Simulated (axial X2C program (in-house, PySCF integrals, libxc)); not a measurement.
# All-electron X2C curves of ZnBe

Aim: find the lowest determinant of ZnBe, scan the bond at several levels and fit the constants, once spin-free and once with spin–orbit coupling.

Program: an in-house X2C program for linear molecules on PySCF integrals. Level of theory: all-electron X2C, Zn dyall-cv3z, Be dyall-cv3z. These are calculated values, not measurements.

### 1 Input

task.json

```json
{"zs": [30, 4], "q": 0, "bas": ["dyall-cv3z", "dyall-cv3z"], "levels": ["PBE0", "HF", "r2SCAN0"], "cc": true, "r0": 2.2, "thr": -2.0, "nmax": 90, "npts": 10, "nst": 2, "ntry": 6}
```

Keys: zs atomic numbers; q charge; bas basis sets; levels methods (HF also brings MP2); cc coupled cluster on or off; r0 starting distance in Å; thr threshold in hartree for freezing inner shells (an s shell follows its p shell); nmax most natural virtual spinors; npts points asked for on the curve; nst determinants followed; ntry starts of the search.

The run is started by

```console
$ python so2c.py task.json out
```

Spin-free means the one-electron spin-free X2C Hamiltonian; two-component (2c) means X2C with spin–orbit coupling and atomic mean-field two-electron Coulomb and Gaunt terms. Basis: Zn dyall-cv3z contracted to [9s10p6d3f2g], Be dyall-cv3z contracted to [8s8p3d1f]; Gaussian nuclei, density fitting. Masses: Zn 63.929 u, Be 9.012 u.

Notation: σ, π±, δ± give the projection m of an orbital's angular momentum (0, ±1, ±2), α and β its spin, Λ and M_S the sums; ω is the projection of a spinor's total angular momentum and Ω the sum. Logs are in hartree.

The results follow Hamiltonian by Hamiltonian and level by level.

### 2 State search with PBE0

PBE0 moves the distance from 2.200 Å to 2.886 Å and compares determinants there.

Spin-free determinants:

```json
{"ΔE (eV)": "0.00", "state": "M_S = 0, Λ = 0", "open shells": "closed shell"}
{"ΔE (eV)": "1.79", "state": "M_S = 1, Λ = 0", "open shells": "beyond closed shells: 2 × σα"}
{"ΔE (eV)": "1.89", "state": "M_S = 1, Λ = 1", "open shells": "beyond closed shells: σα, π+α"}
{"ΔE (eV)": "2.55", "state": "M_S = 0, Λ = 1", "open shells": "beyond closed shells: σα, π+β"}
{"ΔE (eV)": "4.80", "state": "M_S = 1, Λ = 0", "open shells": "beyond closed shells: π+α, π-α"}
```

Two-component determinants:

```csv
ΔE (eV),state,open shells
0.00,Ω = 0,closed shell
1.79,Ω = 1,excess of +ω over −ω: 2 × ω = 1/2
1.89,Ω = 2,"excess of +ω over −ω: ω = 1/2, ω = 3/2"
2.56,Ω = 1,"excess of +ω over −ω: ω = -1/2, ω = 3/2"
```

### 3 PBE0, spin-free

State followed: M_S = 0, Λ = 0 (closed shell). The scan is laid around 2.886 Å, a first estimate of the minimum, and this SCF restarts from the orbitals of the search.

Output at 2.886 Å:

```text
spin-free X2C-1e  PBE0
basis functions 162  fitting functions 814  grid points 5083
iter        total energy     max residual
   1      -1810.360368316     2.09e-05
   2      -1810.360368317     2.09e-05
   3      -1810.360368320     5.63e-06
   4      -1810.360368320     6.39e-07
converged
one-electron -2566.99141029  Coulomb 809.19247561  exact exchange -18.26515480  xc functional -56.29948927  nuclear repulsion 22.00321043
```

Along the bond, energies from the lowest point:

```csv
R (Å),E (eV),μ (D),HOMO (eV),LUMO (eV),iterations
2.511,0.0562,-0.58,-5.31,-1.78,9
2.626,0.0205,-0.52,-5.41,-1.71,9
2.713,0.0067,-0.48,-5.49,-1.66,9
2.799,0.0007,-0.44,-5.56,-1.62,9
2.886,0.0000,-0.40,-5.63,-1.61,4
2.987,0.0037,-0.35,-5.71,-1.60,8
3.088,0.0106,-0.31,-5.78,-1.59,8
3.218,0.0216,-0.26,-5.88,-1.58,8
3.377,0.0362,-0.20,-5.98,-1.56,8
3.607,0.0562,-0.14,-6.10,-1.53,8
```

Dipoles are positive if Be is the positive end.

Outer orbitals at the reference distance:

```
symmetry  occupied  ε (eV)              atomic character
     δ+α       yes  -13.11                     100% Zn d
     δ-α       yes  -13.11                     100% Zn d
      σα       yes  -13.11                     100% Zn d
     π+α       yes  -13.10                     100% Zn d
     π-α       yes  -13.10                     100% Zn d
      σα       yes   -7.85   52% Zn s, 36% Be s, 7% Be p
      σα       yes   -5.63  46% Be s, 29% Zn s, 13% Zn p
      σα        no   -1.61   54% Be p, 34% Zn p, 7% Zn s
     π+α        no   -1.58            70% Be p, 30% Zn p
     π-α        no   -1.58            70% Be p, 30% Zn p
     π-α        no   -0.06            69% Zn p, 30% Be p
```

PBE0 fields in the half plane through the axis: z from -2.4 to 5.1 Å across, distance from the axis 0.15 to 2.25 Å upwards; Zn lies at z = 0 and Be at z = 2.886 Å; the ELF is damped to zero where the density is low.

log10 density (e/bohr³). Ten even steps from '0' (-4.25 ) to '9' (1.37 ):
```
00011112221111111222111100
00112222222222222222221110
01122333333322223333322211
11223334443333333333332221
12233444444433344444433221
12234455655444444444443322
12334567876544444554443322
12334568986544445785444322
```

ELF. Ten even steps from '0' (0.00 ) to '9' (1.00 ):
```
00001233321000002466531000
00124565542100025899986300
01356665544210148999999730
02566544333321379999999972
14675432222333589999999995
26764212221234798438999997
36753225752135890000899998
47753147373135870990399999
```

Re = 2.855 Å, ωe = 138.7 cm⁻¹, ωexe = 4.95 cm⁻¹, Be = 0.2619 cm⁻¹, De = 0.120 eV, μ = -0.41 D.

### 4 HF, spin-free

Output at 2.886 Å:

```text
spin-free X2C-1e  HF
basis functions 162  fitting functions 814  grid points 5083
iter        total energy     max residual
   1      -1808.856343440     1.45e-01
   2      -1808.879620595     1.97e-02
   3      -1808.880104071     2.53e-02
   4      -1808.881933749     1.13e-03
   5      -1808.881978741     5.25e-04
   6      -1808.881985764     8.29e-05
   7      -1808.881986237     3.30e-05
   8      -1808.881986300     6.16e-06
   9      -1808.881986303     2.14e-06
  10      -1808.881986303     2.66e-07
converged
one-electron -2567.85702876  Coulomb 810.17893227  exact exchange -73.20710025  xc functional 0.00000000  nuclear repulsion 22.00321043
```

No constants are quoted: the lowest point is the long end of the scan.

### 5 r2SCAN0, spin-free

The SCF at the reference distance of 2.886 Å:

```text
spin-free X2C-1e  r2SCAN0
basis functions 162  fitting functions 814  grid points 5083
iter        total energy     max residual
   1      -1810.542353567     3.65e-02
   2      -1810.543651576     1.04e-02
   3      -1810.542854380     2.00e-02
   4      -1810.543985325     1.52e-03
   5      -1810.543994439     1.76e-04
   6      -1810.543994752     3.19e-05
   7      -1810.543994758     3.57e-06
   8      -1810.543994759     1.04e-06
converged
one-electron -2567.31106183  Coulomb 809.54218504  exact exchange -18.27446278  xc functional -56.50386562  nuclear repulsion 22.00321043
```

Re = 2.842 Å, ωe = 141.0 cm⁻¹, ωexe = 5.09 cm⁻¹, Be = 0.2642 cm⁻¹, De = 0.110 eV, μ = -0.32 D.

### 6 Correlated methods, spin-free

Correlated methods: 14 electrons correlated (frozen shells, counted by type: Zn 3 s, 2 p; Be 1 s), 226 virtual spinors in MP2, 90 natural virtuals in coupled cluster.

Output of the correlated part at 2.886 Å:

```text
correlated 14  virtual 226  natural virtual 90  E(MP2) -0.564838816  MP2 remainder -0.050090758
iter   CCSD correlation   residual
   1     -0.463697258   2.09e-01
   2     -0.488081889   9.68e-02
   3     -0.491196802   4.83e-02
   4     -0.490469447   1.20e-02
   5     -0.490717048   4.25e-03
   6     -0.490781712   1.32e-03
   7     -0.490751140   4.84e-04
   8     -0.490742714   1.71e-04
   9     -0.490748391   8.38e-05
  10     -0.490745375   4.01e-05
  11     -0.490746313   1.51e-05
  12     -0.490746241   6.48e-06
  13     -0.490746156   2.97e-06
  14     -0.490746095   1.39e-06
  15     -0.490746094   5.71e-07
(T) -0.014509670  T1 0.0224  D1 0.0435  max T2 0.147
```

T1 in the output is the amplitude norm over the root of the electron number; divide by √2 for the Lee–Taylor value.

MP2: No constants are quoted: the lowest point is the long end of the scan.

CCSD: No constants are quoted: the lowest point is the long end of the scan.

CCSD(T): No constants are quoted: the lowest point is the long end of the scan.

### 7 A higher determinant, spin-free

State: M_S = 1, Λ = 0 (beyond closed shells: 2 × σα).

Output at the reference distance:

```text
spin-free X2C-1e  PBE0
basis functions 162  fitting functions 814  grid points 5083
iter        total energy     max residual
   1      -1810.294716256     1.64e-05
   2      -1810.294716259     3.80e-05
   3      -1810.294716266     8.11e-06
   4      -1810.294716268     3.08e-06
converged
one-electron -2566.82792137  Coulomb 809.11601463  exact exchange -18.27615713  xc functional -56.30986284  nuclear repulsion 22.00321043
```

```csv
R (Å),E above the lowest PBE0 point (eV)
2.511,1.486
2.626,1.564
2.713,1.634
2.799,1.709
2.886,1.786
2.987,1.875
3.088,1.958
3.218,2.054
3.377,2.149
```

No constants are quoted: the lowest point is the short end of the scan.

### 8 The spin-free curves together

Energy (eV) of the followed determinant, spin-free, from each level's lowest point:

```csv
R (Å),PBE0,HF,MP2,CCSD,CCSD(T),r2SCAN0
2.511,0.056,0.425,0.112,n/a,n/a,0.052
2.626,0.020,0.321,0.071,0.108,0.068,0.018
2.713,0.007,0.261,0.050,0.080,0.048,0.005
2.799,0.001,0.211,0.035,0.059,0.034,0.000
2.886,0.000,0.170,0.025,0.042,0.023,0.000
2.987,0.004,0.131,0.016,0.026,0.014,0.004
3.088,0.011,0.098,0.010,0.013,0.007,0.012
3.218,0.022,0.065,0.005,0.000,0.000,0.023
3.377,0.036,0.033,0.002,n/a,n/a,0.038
3.607,0.056,0.000,0.000,n/a,n/a,0.057
```

### 9 PBE0, 2c

State followed: Ω = 0 (closed shell). The scan is laid around 2.886 Å, a first estimate of the minimum, and this SCF restarts from the orbitals of the search.

The SCF at the reference distance of 2.886 Å:

```text
two-component X2C + atomic mean field  PBE0
basis functions 162  fitting functions 814  grid points 5083
iter        total energy     max residual
   1      -1809.819077012     8.31e-06
   2      -1809.819077011     1.50e-05
converged
one-electron -2565.61319827  Coulomb 808.90470108  exact exchange -18.25914695  xc functional -56.28067896  nuclear repulsion 22.00321043  atomic mean-field constant -0.57396434
```

Along the bond, energies from the lowest point:

```csv
R (Å),E (eV),μ (D),HOMO (eV),LUMO (eV),iterations
2.511,0.0565,-0.58,-5.31,-1.79,9
2.626,0.0207,-0.52,-5.41,-1.72,9
2.713,0.0068,-0.48,-5.49,-1.67,9
2.799,0.0008,-0.44,-5.56,-1.63,9
2.886,0.0000,-0.40,-5.63,-1.61,2
2.987,0.0037,-0.36,-5.71,-1.60,8
3.088,0.0105,-0.31,-5.78,-1.59,8
3.218,0.0214,-0.26,-5.87,-1.58,8
3.377,0.0361,-0.21,-5.98,-1.56,8
3.607,0.0560,-0.14,-6.10,-1.53,8
```

Dipoles are positive if Be is the positive end.

Outer spinors at the reference distance:

```json
{"ω": "3/2", "occupied": "yes", "ε (eV)": "-13.32", "atomic character": "100% Zn d", "λ mixture": "81% δ, 19% π"}
{"ω": "1/2", "occupied": "yes", "ε (eV)": "-13.31", "atomic character": "100% Zn d", "λ mixture": "58% π, 42% σ"}
{"ω": "5/2", "occupied": "yes", "ε (eV)": "-12.98", "atomic character": "100% Zn d", "λ mixture": "100% δ"}
{"ω": "1/2", "occupied": "yes", "ε (eV)": "-12.98", "atomic character": "100% Zn d", "λ mixture": "58% σ, 42% π"}
{"ω": "3/2", "occupied": "yes", "ε (eV)": "-12.97", "atomic character": "100% Zn d", "λ mixture": "81% π, 19% δ"}
{"ω": "1/2", "occupied": "yes", "ε (eV)": "-7.85", "atomic character": "52% Zn s, 36% Be s, 7% Be p", "λ mixture": "100% σ"}
{"ω": "1/2", "occupied": "yes", "ε (eV)": "-5.63", "atomic character": "46% Be s, 29% Zn s, 13% Zn p", "λ mixture": "100% σ"}
{"ω": "1/2", "occupied": "no", "ε (eV)": "-1.61", "atomic character": "55% Be p, 34% Zn p, 6% Zn s", "λ mixture": "90% σ, 10% π"}
{"ω": "1/2", "occupied": "no", "ε (eV)": "-1.58", "atomic character": "68% Be p, 30% Zn p", "λ mixture": "90% π, 10% σ"}
{"ω": "3/2", "occupied": "no", "ε (eV)": "-1.57", "atomic character": "70% Be p, 29% Zn p", "λ mixture": "100% π"}
{"ω": "1/2", "occupied": "no", "ε (eV)": "-0.07", "atomic character": "68% Zn p, 30% Be p", "λ mixture": "100% π"}
```

PBE0 fields in the half plane through the axis: z from -2.4 to 5.1 Å across, distance from the axis 0.15 to 2.25 Å upwards; Zn lies at z = 0 and Be at z = 2.886 Å; the ELF is damped to zero where the density is low.

log10 density (e/bohr³). Ten even steps from ' ' (-4.25 ) to '@' (1.37 ):
```
      ........::::::..............::::::........    
    ....::::::::::::::::::::::::::::::::::::......  
  ....::::--------------::::::::----------::::::....
....::::------======------------------------::::::..
..::::----==============------============----::::..
..::::--====++++**++++======================----::::
..::----==++**##%%##**++==========++++======----::::
..::----==++**%%@@%%**++========++##%%++======--::::
```

ELF. Ten even steps from '0' (0.00 ) to '9' (1.00 ):
```
00001233321000002466531000
00124565542100025899986300
01356665544210148999999730
02566543333321379999999972
14675432222333589999999995
26764212221234798438999997
36753225752135890000899998
47753147374135870990399999
```

Re = 2.856 Å, ωe = 138.6 cm⁻¹, ωexe = 4.95 cm⁻¹, Be = 0.2617 cm⁻¹, De = 0.120 eV, μ = -0.41 D.

### 10 HF, 2c

Output at 2.886 Å:

```text
two-component X2C + atomic mean field  HF
basis functions 162  fitting functions 814  grid points 5083
iter        total energy     max residual
   1      -1808.315838915     1.46e-01
   2      -1808.339102348     1.99e-02
   3      -1808.339588133     2.53e-02
   4      -1808.341408828     1.15e-03
   5      -1808.341453774     5.26e-04
   6      -1808.341460786     8.29e-05
   7      -1808.341461259     3.30e-05
   8      -1808.341461323     6.17e-06
   9      -1808.341461326     2.14e-06
  10      -1808.341461326     3.55e-07
converged
one-electron -2566.47650017  Coulomb 809.88872350  exact exchange -73.18293075  xc functional 0.00000000  nuclear repulsion 22.00321043  atomic mean-field constant -0.57396434
```

No constants are quoted: the lowest point is the long end of the scan.

### 11 r2SCAN0, 2c

The SCF at the reference distance of 2.886 Å:

```text
two-component X2C + atomic mean field  r2SCAN0
basis functions 162  fitting functions 814  grid points 5083
iter        total energy     max residual
   1      -1810.000933626     3.65e-02
   2      -1810.002235045     1.04e-02
   3      -1810.001443525     1.99e-02
   4      -1810.002566568     1.53e-03
   5      -1810.002575661     1.76e-04
   6      -1810.002575974     3.19e-05
   7      -1810.002575980     3.56e-06
   8      -1810.002575981     1.05e-06
converged
one-electron -2565.93162810  Coulomb 809.25312663  exact exchange -18.26843743  xc functional -56.48488317  nuclear repulsion 22.00321043  atomic mean-field constant -0.57396434
```

Re = 2.843 Å, ωe = 140.8 cm⁻¹, ωexe = 5.09 cm⁻¹, Be = 0.264 cm⁻¹, De = 0.110 eV, μ = -0.32 D.

### 12 Correlated methods, 2c

Correlated methods: 14 electrons correlated (frozen shells, counted by type: Zn 3 s, 2 p; Be 1 s), 226 virtual spinors in MP2, 90 natural virtuals in coupled cluster.

Output of the correlated part at 2.886 Å:

```text
correlated 14  virtual 226  natural virtual 90  E(MP2) -0.564602814  MP2 remainder -0.050382172
iter   CCSD correlation   residual
   1     -0.463347003   2.09e-01
   2     -0.487695339   9.67e-02
   3     -0.490800377   4.82e-02
   4     -0.490076703   1.20e-02
   5     -0.490324393   4.24e-03
   6     -0.490388690   1.32e-03
   7     -0.490358151   4.84e-04
   8     -0.490349790   1.71e-04
   9     -0.490355442   8.40e-05
  10     -0.490352431   4.02e-05
  11     -0.490353369   1.52e-05
  12     -0.490353293   6.50e-06
  13     -0.490353208   2.98e-06
  14     -0.490353148   1.39e-06
  15     -0.490353147   5.71e-07
(T) -0.014478395  T1 0.0224  D1 0.0435  max T2 0.147
```

MP2: No constants are quoted: the lowest point is the long end of the scan.

CCSD: No constants are quoted: the lowest point is the long end of the scan.

CCSD(T): No constants are quoted: the lowest point is the long end of the scan.

### 13 A higher determinant, 2c

State: Ω = 1 (excess of +ω over −ω: 2 × ω = 1/2).

Output at the reference distance:

```text
two-component X2C + atomic mean field  PBE0
basis functions 162  fitting functions 814  grid points 5083
iter        total energy     max residual
   1      -1809.753418837     2.00e-05
   2      -1809.753418858     1.22e-05
   3      -1809.753418863     9.68e-06
   4      -1809.753418869     4.58e-06
   5      -1809.753418870     9.69e-07
converged
one-electron -2565.44840719  Coulomb 808.82686462  exact exchange -18.27012695  xc functional -56.29099545  nuclear repulsion 22.00321043  atomic mean-field constant -0.57396434
```

```csv
R (Å),E above the lowest PBE0 point (eV)
2.511,1.487
2.626,1.564
2.713,1.634
2.799,1.709
2.886,1.787
2.987,1.875
3.088,1.959
3.218,2.054
3.377,2.149
```

No constants are quoted: the lowest point is the short end of the scan.

### 14 The 2c curves together

Energy (eV) of the followed determinant, 2c, from each level's lowest point:

```csv
R (Å),PBE0,HF,MP2,CCSD,CCSD(T),r2SCAN0
2.511,0.057,0.425,0.113,n/a,n/a,0.053
2.626,0.021,0.321,0.071,0.109,0.070,0.018
2.713,0.007,0.261,0.051,0.081,0.049,0.005
2.799,0.001,0.211,0.036,0.059,0.034,0.000
2.886,0.000,0.170,0.025,0.042,0.023,0.000
2.987,0.004,0.131,0.016,0.026,0.014,0.004
3.088,0.010,0.098,0.010,0.013,0.007,0.012
3.218,0.021,0.065,0.005,0.000,0.000,0.023
3.377,0.036,0.033,0.002,n/a,n/a,0.038
3.607,0.056,0.000,0.000,n/a,n/a,0.057
```

The whole job took 2 min on 1 thread of Arm Neoverse V1, shared host.

### 15 Results

Lowest determinant that the search found at its distance, spin-free: M_S = 0, Λ = 0 (closed shell).

Lowest determinant that the search found at its distance, 2c: Ω = 0 (closed shell).

| Hamiltonian | level | Re (Å) | ωe (cm⁻¹) | De (eV) | μ (D) |
| --- | --- | --- | --- | --- | --- |
| spin-free | PBE0 | 2.855 | 138.7 | 0.120 | -0.41 |
| spin-free | r2SCAN0 | 2.842 | 141.0 | 0.110 | -0.32 |
| 2c | PBE0 | 2.856 | 138.6 | 0.120 | -0.41 |
| 2c | r2SCAN0 | 2.843 | 140.8 | 0.110 | -0.32 |

Dipoles are positive if Be is the positive end. No constants: spin-free HF (the lowest point is the long end of the scan); spin-free MP2 (the lowest point is the long end of the scan); spin-free CCSD (the lowest point is the long end of the scan); spin-free CCSD(T) (the lowest point is the long end of the scan); 2c HF (the lowest point is the long end of the scan); 2c MP2 (the lowest point is the long end of the scan); 2c CCSD (the lowest point is the long end of the scan); 2c CCSD(T) (the lowest point is the long end of the scan).

Time per point (s) on 1 thread of Arm Neoverse V1, shared host (2c runs); the times are rough: PBE0 0.2, r2SCAN0 0.37.

What this shows: At PBE0, going from spin-free to two-component changes Re by +1 mÅ, ωe by -0.1 %, which is small (part of it comes from the scalar share of the two-electron terms). De moves by 0.00 eV; both De rest on single-determinant atoms, which can miss part of an open shell's spin–orbit lowering.

De refers to Zn + Be, each in the lowest determinant found, which need not be this curve's own limit. The state is a single determinant with fixed occupations, the lowest that a limited PBE0 search found. The closed shell is kept restricted; where the fragments are open shells, the energy then runs too high at long range. Dissociation energies refer to the lowest single-determinant-based atoms at the same level and basis. The meta-GGAs lack a current-density term, which matters for open shells with orbital currents, atoms included.
